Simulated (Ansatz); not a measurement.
# C₂H₅FMg: a ladder of functionals and wavefunction methods

The task here is to estimate one member of a computed series from the others.

Program: Ansatz 0.2.0, Gaussian basis. Level of theory: functionals in def2-TZVPP, the program's frozen cores in correlated methods. These are calculated values, not measurements.

The runs, in order: LDA (SPW92), PBE-D4, revPBE-D4, BLYP-D4, r2SCAN-D4, B97M-V, PBE0-D4, B3LYP-D4, r2SCANh-D4, r2SCAN0-D4, HSE06-D4, BHLYP-D4, CAM-B3LYP-D4, LC-ωPBE, ωB97X-V, ωB97M-V, B2PLYP, PBE-QIDH; CCSD(T)/def2-SVP; CCSD(T)/def2-TZVPP; MP2/def2-QZVPP; extrapolation to the limit; RPA on PBE.

**Structure used throughout**

All runs share one geometry, relaxed beforehand with PBE0-D4 in a triple-zeta def2 set.

9 atoms, charge 0, spin multiplicity 1.

Atoms are counted from 1 here; the program's logs count them from 0.

Bond lengths: C1–C2 1.530 Å, C1–H5 1.094 Å, C1–H6 1.096 Å, C1–H7 1.094 Å, C2–Mg3 2.087 Å, C2–H8 1.097 Å, C2–H9 1.097 Å, Mg3–F4 1.761 Å. Angles: C2–C1–H5 112.1°, C2–C1–H6 112.2°, C2–C1–H7 112.1°, H5–C1–H6 106.6°, H5–C1–H7 106.7°, H6–C1–H7 106.6°, C1–C2–Mg3 116.6°, C1–C2–H8 109.8°, C1–C2–H9 109.8°, Mg3–C2–H8 107.5°, Mg3–C2–H9 107.5°, H8–C2–H9 105.0°, C2–Mg3–F4 179.8°.

Coordinates:

```xyz
9
C2H5FMg
C    -0.4154    1.1014    0.0354
C    -0.0646   -0.2896    0.5670
Mg    0.8509   -1.5989   -0.7761
F     1.6239   -2.7078   -1.9044
H    -1.1080    1.0567   -0.8103
H    -0.8915    1.7285    0.7984
H     0.4685    1.6453   -0.3104
H     0.5937   -0.1991    1.4396
H    -0.9691   -0.7827    0.9435
```

Set-up of the first run:

in.yaml

```yaml
crystal:
  periodic: [false, false, false]
  atoms:
    - {symbol: C, position_ang: [-0.415410, 1.101377, 0.035439]}
    - {symbol: C, position_ang: [-0.064630, -0.289595, 0.566962]}
    - {symbol: Mg, position_ang: [0.850932, -1.598897, -0.776079]}
    - {symbol: F, position_ang: [1.623856, -2.707813, -1.904392]}
    - {symbol: H, position_ang: [-1.107994, 1.056679, -0.810269]}
    - {symbol: H, position_ang: [-0.891456, 1.728534, 0.798356]}
    - {symbol: H, position_ang: [0.468542, 1.645343, -0.310430]}
    - {symbol: H, position_ang: [0.593684, -0.199079, 1.439620]}
    - {symbol: H, position_ang: [-0.969126, -0.782748, 0.943493]}
basis:
  gaussian: {orbitals: def2-TZVPP}
hamiltonian: {xc: lda}
output: {orbitals: {seedname: orbitals}}
```

Steps of the session up to this table: LDA; PBE-D4 (GGA); revPBE-D4 (GGA); BLYP-D4 (GGA); r2SCAN-D4 (meta-GGA); B97M-V (meta-GGA); PBE0-D4 (hybrid); B3LYP-D4 (hybrid); r2SCANh-D4 (hybrid); r2SCAN0-D4 (hybrid); HSE06-D4 (hybrid); BHLYP-D4 (hybrid); CAM-B3LYP-D4 (range-separated); LC-ωPBE-D4 (range-separated; the results give it without D4); ωB97X-V (range-separated); ωB97M-V (range-separated); B2PLYP (double hybrid); PBE-QIDH (double hybrid).

One table of the session follows, with a row left open; its other results are not shown here.

It belongs to the step «Orbital energies across the functionals». 

```
  functional  HOMO (eV)  gap (eV)
 LDA (SPW92)      -5.97      4.06
      PBE-D4      -5.81      4.08
   revPBE-D4      -5.72      4.09
     BLYP-D4      -5.72      3.99
   r2SCAN-D4      -5.93      4.64
      B97M-V      -6.04      4.31
     PBE0-D4      -6.95      5.92
    B3LYP-D4          ?         ?
  r2SCANh-D4      -6.37      5.30
  r2SCAN0-D4      -7.04      6.27
    HSE06-D4      -6.55      5.17
    BHLYP-D4      -8.05      7.54
CAM-B3LYP-D4      -8.33      7.99
     LC-ωPBE      -9.60     10.35
     ωB97X-V      -9.27      9.87
     ωB97M-V      -9.17      9.36
```

Q: Estimate the row for B3LYP-D4 from the others.

Worked estimate for «HOMO (eV)». Against the share of exact exchange, BLYP-D4 (0, -5.72), BHLYP-D4 (0.5, -8.05) give a slope of -4.66 per unit share; at 0.2 the line stands at -6.65.

The run gave: HOMO (eV): -6.79; gap (eV): 5.46. In «HOMO (eV)» the line misses by +0.14.
